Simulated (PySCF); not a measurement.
# ClH3Sn: the cost of one run

Programs: PySCF 2.14.0, with routines of our own; each step states its level. All values are computed. Atoms count from 0.

### Step 1. The starting structure

5 atoms, charge 0, multiplicity 1; geometry from: GFN2-xTB.

### Step 2. Geometry optimisation at PBE0-D3(BJ)/def2-SVP

The job: settings as JSON, then the geometry in Å.

```
{"job": {"xc": "PBE0", "basis": "def2-SVP", "d3": "d3bj", "grid": 1, "maxiter": 30, "shake": 0.01, "kind": "geom"}, "charge": 0, "multiplicity": 1}
Cl     2.155130     0.112370    -0.070410
Sn    -0.145860    -0.012810    -0.000930
H     -0.794780     1.484400    -0.412280
H     -0.551960    -0.436280     1.552880
H     -0.628960    -1.181650    -1.107150
```

The run is started by

```sh
> OMP_NUM_THREADS=1 python heavy_run.py task.json out
```

This one command runs all jobs of the session in turn.

Q: Estimate the wall time and peak memory of this first job on 1 thread of Arm Neoverse V1, shared host.

About 7.2 s, with a peak of 0.29 GiB.
